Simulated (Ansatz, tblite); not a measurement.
# C36H20Se9: rung by rung

One table from this session's results is given with a row withheld; the runs are named, their logs left out.

Program: Ansatz 0.2.0, Gaussian basis. Level of theory: as each input shows. These are calculated values, not measurements.

The runs, in order: GFN1-xTB, GFN2-xTB, PBE-D4/def2-TZVP, r2SCAN-D4/def2-TZVP, LDA/def2-TZVP, PBE-D4/def2-SVP, PBE0-D4/def2-SVP, HF/STO-3G, HF/6-31G, B3LYP-D4/6-31G, MP2/def2-SVP.

1 further run of the same task is left out (set aside as unsound or not needed).

**The geometry**

The geometry is that of the singlet, from an earlier relaxation (PBE-D4/def2-SVP).

SMILES `c1c[se]c(-c2ccc(-c3ccc(-c4ccc(-c5ccc(-c6ccc(-c7ccc(-c8ccc(-c9ccc[se]9)[se]8)[se]7)[se]6)[se]5)[se]4)[se]3)[se]2)c1`, 65 atoms, charge 0, spin multiplicity 1.

Bond lengths: C1–C2 1.380 Å, C1–C45 1.426 Å, C1–H46 1.100 Å, C2–Se3 1.870 Å, C2–H47 1.097 Å, Se3–C4 1.897 Å, C4–C5 1.443 Å, C4–C45 1.392 Å, C5–C6 1.393 Å, C5–Se44 1.894 Å, C6–C7 1.416 Å, C6–H48 1.099 Å, C7–C8 1.395 Å, C7–H49 1.101 Å, C8–C9 1.434 Å, C8–Se44 1.899 Å, C9–C10 1.396 Å, C9–Se43 1.899 Å and more. Angles: C2–C1–C45 115.1°, C2–C1–H46 122.2°, C45–C1–H46 122.6°, C1–C2–Se3 111.5°, C1–C2–H47 127.9°, Se3–C2–H47 120.6°, C2–Se3–C4 87.8°, Se3–C4–C5 122.1°, Se3–C4–C45 110.0°, C5–C4–C45 127.9°, C4–C5–C6 127.9°, C4–C5–Se44 122.0°, C6–C5–Se44 110.1°, C5–C6–C7 115.9°, C5–C6–H48 121.4°, C7–C6–H48 122.7°, C6–C7–C8 116.2°, C6–C7–H49 122.3° and more.

PBE0-D4/def2-TZVP was run before; its log isn't repeated, and its numbers join the tables.

Set-up of the first run:

Tight binding, by tblite at 300 K electronic temperature and without a spin-polarisation term:

```python
tblite.interface.Calculator('GFN1-xTB', numbers, positions, charge=0, uhf=0).singlepoint()
```

Tight binding, by tblite at 300 K electronic temperature and without a spin-polarisation term:

```python
tblite.interface.Calculator('GFN2-xTB', numbers, positions, charge=0, uhf=0).singlepoint()
```

start.molden holds the orbitals of an earlier run on this state, given as this run's starting guess.

Input file in.yaml:

```yaml
crystal:
  periodic: [false, false, false]
  atoms:
    - {symbol: C, position_ang: [16.327748, 1.900165, 1.885176]}
    - {symbol: C, position_ang: [16.741611, 0.903457, 1.025654]}
    - {symbol: Se, position_ang: [15.289324, -0.027447, 0.304916]}
    - {symbol: C, position_ang: [14.152780, 1.127444, 1.290776]}
    - {symbol: C, position_ang: [12.715827, 1.005077, 1.251275]}
    - {symbol: C, position_ang: [11.796706, 1.394138, 2.223274]}
    - {symbol: C, position_ang: [10.434931, 1.158909, 1.914946]}
    - {symbol: C, position_ang: [10.177109, 0.561180, 0.680841]}
    - {symbol: C, position_ang: [8.918650, 0.183452, 0.105703]}
    - {symbol: C, position_ang: [8.664212, -0.507328, -1.080166]}
    - {symbol: C, position_ang: [7.303559, -0.735726, -1.388133]}
    - {symbol: C, position_ang: [6.374808, -0.242561, -0.469813]}
    - {symbol: C, position_ang: [4.944494, -0.324056, -0.498412]}
    - {symbol: C, position_ang: [4.011845, 0.290286, 0.339658]}
    - {symbol: C, position_ang: [2.653113, 0.018143, 0.063605]}
    - {symbol: C, position_ang: [2.403083, -0.833532, -1.014332]}
    - {symbol: C, position_ang: [1.147425, -1.289330, -1.531983]}
    - {symbol: C, position_ang: [0.892769, -2.082903, -2.653041]}
    - {symbol: C, position_ang: [-0.465408, -2.363865, -2.925154]}
    - {symbol: C, position_ang: [-1.391281, -1.817447, -2.033853]}
    - {symbol: C, position_ang: [-2.821876, -1.940655, -2.060750]}
    - {symbol: C, position_ang: [-3.589909, -2.907855, -2.713552]}
    - {symbol: C, position_ang: [-4.991283, -2.789942, -2.566616]}
    - {symbol: C, position_ang: [-5.437813, -1.720570, -1.786676]}
    - {symbol: C, position_ang: [-6.792036, -1.361542, -1.469210]}
    - {symbol: C, position_ang: [-7.958859, -1.735135, -2.138257]}
    - {symbol: C, position_ang: [-9.166064, -1.227766, -1.603949]}
    - {symbol: C, position_ang: [-9.047314, -0.410492, -0.478679]}
    - {symbol: C, position_ang: [-10.074972, 0.258096, 0.266414]}
    - {symbol: C, position_ang: [-9.952655, 1.230020, 1.259552]}
    - {symbol: C, position_ang: [-11.164210, 1.724532, 1.801833]}
    - {symbol: C, position_ang: [-12.332926, 1.173511, 1.281018]}
    - {symbol: C, position_ang: [-13.696673, 1.479809, 1.639188]}
    - {symbol: C, position_ang: [-14.170859, 2.007255, 2.836424]}
    - {symbol: C, position_ang: [-15.579050, 2.224465, 2.897256]}
    - {symbol: C, position_ang: [-16.275983, 1.873496, 1.759321]}
    - {symbol: Se, position_ang: [-15.134601, 1.224045, 0.429035]}
    - {symbol: Se, position_ang: [-11.910101, -0.139303, -0.017471]}
    - {symbol: Se, position_ang: [-7.221132, -0.272056, 0.022204]}
    - {symbol: Se, position_ang: [-3.957393, -0.701354, -1.183675]}
    - {symbol: Se, position_ang: [-0.489984, -0.851677, -0.673862]}
    - {symbol: Se, position_ang: [4.046187, -1.389605, -1.788941]}
    - {symbol: Se, position_ang: [7.280079, 0.614047, 0.963908]}
    - {symbol: Se, position_ang: [11.810769, 0.279061, -0.245858]}
    - {symbol: C, position_ang: [14.914777, 2.027716, 2.029269]}
    - {symbol: H, position_ang: [17.038830, 2.556544, 2.408340]}
    - {symbol: H, position_ang: [17.769014, 0.631603, 0.753920]}
    - {symbol: H, position_ang: [12.122727, 1.821189, 3.182479]}
    - {symbol: H, position_ang: [9.622292, 1.405097, 2.615567]}
    - {symbol: H, position_ang: [9.480981, -0.855578, -1.730978]}
    - {symbol: H, position_ang: [6.986940, -1.262902, -2.301219]}
    - {symbol: H, position_ang: [4.324013, 0.959426, 1.155958]}
    - {symbol: H, position_ang: [1.833730, 0.458216, 0.652329]}
    - {symbol: H, position_ang: [1.708859, -2.446678, -3.296198]}
    - {symbol: H, position_ang: [-0.786295, -2.945593, -3.801122]}
    - {symbol: H, position_ang: [-3.119959, -3.733751, -3.266881]}
    - {symbol: H, position_ang: [-5.694793, -3.516963, -2.997403]}
    - {symbol: H, position_ang: [-7.927001, -2.352854, -3.047169]}
    - {symbol: H, position_ang: [-10.145246, -1.432967, -2.063325]}
    - {symbol: H, position_ang: [-8.968211, 1.611385, 1.571893]}
    - {symbol: H, position_ang: [-11.193966, 2.523068, 2.557135]}
    - {symbol: H, position_ang: [-13.498286, 2.207245, 3.683094]}
    - {symbol: H, position_ang: [-16.079155, 2.628481, 3.789858]}
    - {symbol: H, position_ang: [-17.356709, 1.941046, 1.583379]}
    - {symbol: H, position_ang: [14.445517, 2.802629, 2.652379]}
basis:
  gaussian: {orbitals: def2-TZVP, fitting: {mean_field: def2-universal-jkfit}, initial_orbitals: start.molden}
hamiltonian: {xc: pbe, dispersion: d4}
scf: {omitted_lower_state_checks: [starts]}
output: {forces: true, orbitals: {seedname: orbitals}}
```

Started as:

```console
$ ansatz run in.yaml --threads 11 --pin off --events-out ev --progress --plain --max-ram 110592MiB --backend cuda --devices 0, --max-vram 75GiB
```

Among the steps run: PBE-D4/def2-TZVP; r2SCAN-D4/def2-TZVP; LDA/def2-TZVP; PBE-D4/def2-SVP; PBE0-D4/def2-SVP; HF/STO-3G; HF/6-31G; B3LYP-D4/6-31G; MP2/def2-SVP.

One table of the session follows, with a row left open; its other results are not shown here.

It belongs to the step «Binding energy». 

```
              level  binding an atom (eV)
          HF/STO-3G                 4.130
           HF/6-31G                 3.283
        HF/def2-SVP                 3.586
      LDA/def2-TZVP                 5.969
    PBE-D4/def2-SVP                 5.392
   PBE-D4/def2-TZVP                     ?
r2SCAN-D4/def2-TZVP                 5.106
     B3LYP-D4/6-31G                 4.921
   PBE0-D4/def2-SVP                 5.238
  PBE0-D4/def2-TZVP                 5.158
       MP2/def2-SVP                 4.999
```

Estimate the missing values for PBE-D4/def2-TZVP.

The run gave: binding an atom (eV): 5.311. In the column «binding an atom (eV)» it lies between PBE0-D4/def2-SVP (5.238) and PBE-D4/def2-SVP (5.392).

To keep in mind: Free atoms were run apart at each level; binding is atoms less cluster, divided by the number of atoms, without zero-point or spin-orbit terms.
